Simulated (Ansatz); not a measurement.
# LiC4: the cost of one run

Computed with Ansatz 0.2.0 (DFT PBE, scalar-relativistic, plane waves, PAW, unless a step's input says otherwise).

**1. The structure to begin with**

Symmetry: Cmmm, No. 65, orthorhombic system. Conventional cell: a = 7.432 Å, b = 7.432 Å, c = 3.416 Å, α = 90.00°, β = 90.00°, γ = 90.00°. Li (site symmetry mmm) is surrounded by 6 C at 2.24 to 2.27 Å. C (site symmetry 2mm) is surrounded by 1 Li at 2.27 Å. C (site symmetry m2m) is surrounded by 2 Li at 2.24 Å.

Coordinates:

```
CELL_PARAMETERS angstrom
3.71604 -3.71604 0.00000
3.71604 3.71604 0.00000
0.00000 0.00000 3.41593
ATOMIC_POSITIONS crystal
Li 0.00000 0.00000 0.00000
C 0.69500 0.30500 0.00000
C 0.30500 0.69500 0.00000
C 0.80500 0.80500 0.50000
C 0.19500 0.19500 0.50000
```

Recipe of the guess: ordered vacancies on the cation sites of rutile (Cmmm, No. 65). The dimensions are guesses.

**2. Probe: one point on a coarse mesh**

The input, input.yaml:

```yaml
crystal:
  lattice:
    - [3.71603657, -3.71603657, 0.0]
    - [3.71603657, 3.71603657, 0.0]
    - [0.0, 0.0, 3.41592506]
  atoms:
    - { symbol: Li, position: [0.0, 0.0, 0.0] }
    - { symbol: C, position: [0.695, 0.305, 0.0] }
    - { symbol: C, position: [0.305, 0.695, 0.0] }
    - { symbol: C, position: [0.805, 0.805, 0.5] }
    - { symbol: C, position: [0.195, 0.195, 0.5] }
basis:
  ecutwfc: 420
kpoints:
  mp_grid: { grid: [4, 4, 6] }
hamiltonian:
  xc: pbe
scf:
  occupations: { method: gaussian, width: 0.1 }
  lower_state_search: "off"
output:
  forces: true
  stress: true
  eigenvalues: true
```

Started as:

```
ansatz run input.yaml --threads 1 --pin off --max-ram 2048MiB --backend cpu --events-out ev --progress --plain --runs-dir out
```

Q: Estimate wall time and peak memory on 1 thread of Arm Neoverse V1, shared host.

About 2.3 s, with a peak of 0.32 GiB.
